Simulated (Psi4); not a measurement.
# ZrO (SMILES [O][Zr]) at PBE/def2-TZVPD (core potential, sweep point 7)

Aim: the vertical ionisation energy of ZrO at PBE/def2-TZVPD (core potential, sweep point 7), from 2 runs. 

Program for the calculation: Psi4 1.11.

7 further runs of the same task are left out: 3 that didn't finish, 4 set aside as unsound or not needed.

## (1) The molecule

ZrO has 2 atoms, charge 0, and is taken as a singlet. As SMILES, `[O][Zr]`. Geometry: the measured bond length.

Bond lengths: O1–Zr2 1.712 Å.

## (2) A single-point energy at PBE/def2-TZVPD (core potential, sweep point 7)

The input, calc.in:

```
memory 1600 mb

molecule m {
  O      0.00000000     0.00000000     0.00000000
  Zr     0.00000000     0.00000000     3.23445523
  units au
  symmetry c1
}

set {
  basis                def2-TZVPD
  puream               true
  scf_type             pk
  dft_radial_points    150
  dft_spherical_points 974
}

energy('pbe')
print_variables()
```

Launch:

```console
$ psi4 -n 1 calc.in calc.out
```

calc.out (excerpt; [...] marks lines left out):

```text
[...]
    !!!  WARNING: ECP capability is in beta. Please check occupations closely.  !!!
[...]
  Running in c1 symmetry.
[...]
  Nuclear repulsion =   29.680423185205132
[...]
  Multiplicity = 1
[...]
  Nalpha       = 10
  Nbeta        = 10
[...]
    Number of basis functions: 80
[...]
   @RKS iter   1:  -121.68229377173382    2.10668e-01   1.37384e-02 ADIIS/DIIS
[...]
   @RKS iter  13:  -122.21929120344846   -7.38082e-09   1.61490e-07 DIIS
[...]
    Orbital Energies [Eh]
    ---------------------
    Doubly Occupied:
       1A    -18.767928     2A     -2.068716     3A     -1.258607
       4A     -1.243739     5A     -1.243739     6A     -0.799204
       7A     -0.321150     8A     -0.321150     9A     -0.314429
      10A     -0.168785
[...]
  @RKS Final Energy:  -122.21929120344846
   => Energetics <=
    Nuclear Repulsion Energy =             29.6804231852051323
    One-Electron Energy =                -240.6490715830282170
    Two-Electron Energy =                 103.0311073517714817
    DFT Exchange-Correlation Energy =     -14.2817501573968730
    Empirical Dispersion Energy =           0.0000000000000000
    VV10 Nonlocal Energy =                  0.0000000000000000
    Total Energy =                       -122.2192912034484635
[...]
 Multipole Moments:
 ------------------------------------------------------------------------------------
     Multipole            Electronic (a.u.)      Nuclear  (a.u.)        Total (a.u.)
 ------------------------------------------------------------------------------------
 L = 1.  Multiply by 2.5417464519 to convert [e a0] to [Debye]
 Dipole X            :          0.0000006            0.0000000            0.0000006
 Dipole Y            :          0.0000007            0.0000000            0.0000007
 Dipole Z            :         17.0105853          -16.1050989            0.9054864
 Magnitude           :                                                    0.9054864
[...]
```

It took 12 s on 1 thread of Intel Xeon 6975P-C (Granite Rapids), shared host; peak memory 0.89 GiB.

## (3) The doublet cation at the same level

The input, ozr.in:

```
memory 1.6 GB

molecule system {
  1 2
  O      0.00000000     0.00000000     0.00000000
  Zr     0.00000000     0.00000000     3.23445523
  units bohr
  symmetry c1
}

set reference uks
set puream true
set scf_type pk
set dft_radial_points 150
set dft_spherical_points 974
set maxiter 150

result = energy('pbe/def2-TZVPD')
```

Launch:

```console
$ psi4 ozr.in ozr.out -n 1
```

ozr.out (excerpt; [...] marks lines left out):

```text
[...]
    !!!  WARNING: ECP capability is in beta. Please check occupations closely.  !!!
[...]
  Running in c1 symmetry.
[...]
  Nuclear repulsion =   29.680423185205132
[...]
  Multiplicity = 2
[...]
  Nalpha       = 10
  Nbeta        = 9
[...]
    Number of basis functions: 80
[...]
   @UKS iter   1:  -121.45995483348793    4.33007e-01   1.39764e-02 DIIS/ADIIS
[...]
   @UKS iter  14:  -121.97111141039841   -8.05471e-08   8.60550e-07 DIIS
[...]
   @S^2 Observed:                7.548755957E-01
[...]
    Orbital Energies [Eh]
    ---------------------
    Alpha Occupied:
       1A    -18.949032     2A     -2.236800     3A     -1.440352
       4A     -1.417367     5A     -1.413353     6A     -0.976275
       7A     -0.500721     8A     -0.499169     9A     -0.492649
      10A     -0.361489
    Alpha Virtual:
      11A     -0.350798    12A     -0.330511    13A     -0.281891
      14A     -0.281469    15A     -0.236617    16A     -0.188725
      17A     -0.186369    18A     -0.110049    19A     -0.082838
      20A     -0.044816    21A     -0.044501    22A     -0.042472
      23A     -0.040007    24A     -0.037857    25A     -0.029528
[...]
  @UKS Final Energy:  -121.97111141039841
   => Energetics <=
    Nuclear Repulsion Energy =             29.6804231852051323
    One-Electron Energy =                -237.0398288612174724
    Two-Electron Energy =                  99.6597468600692480
    DFT Exchange-Correlation Energy =     -14.2714525944553294
    Empirical Dispersion Energy =           0.0000000000000000
    VV10 Nonlocal Energy =                  0.0000000000000000
    Total Energy =                       -121.9711114103984073
[...]
 Multipole Moments:
 ------------------------------------------------------------------------------------
     Multipole            Electronic (a.u.)      Nuclear  (a.u.)        Total (a.u.)
 ------------------------------------------------------------------------------------
 L = 1.  Multiply by 2.5417464519 to convert [e a0] to [Debye]
 Dipole X            :          0.0000053            0.0000000            0.0000053
 Dipole Y            :         -0.0000040            0.0000000           -0.0000040
 Dipole Z            :         18.3406200          -16.1050989            2.2355211
 Magnitude           :                                                    2.2355211
[...]
```

Wall time 17 s (1 thread of Intel Xeon 6975P-C (Granite Rapids), shared host); peak memory 0.89 GiB.

## (4) Outcome

At PBE/def2-TZVPD (core potential, sweep point 7):

| quantity | value |
| --- | --- |
| singlet ZrO: total energy | -122.21929 Eh |
| singlet ZrO: dipole moment | 2.30 D |
| singlet ZrO: HOMO energy | -4.59 eV |
| singlet ZrO: LUMO energy | -4.30 eV |
| singlet ZrO: HOMO–LUMO gap | 0.30 eV |
| doublet cation: total energy | -121.97111 Eh |
| doublet cation: HOMO energy (highest over α and β) | -9.84 eV |
| doublet cation: LUMO energy (lowest over α and β) | -9.55 eV |
| doublet cation: ⟨S²⟩ | 0.755 |
| vertical ionisation energy (to the doublet cation) | 6.753 eV |

In words: Removing an electron at fixed nuclei costs 6.75 eV (652 kJ/mol). The negative HOMO energy of the first species, 4.59 eV, lies 2.16 eV below that difference.
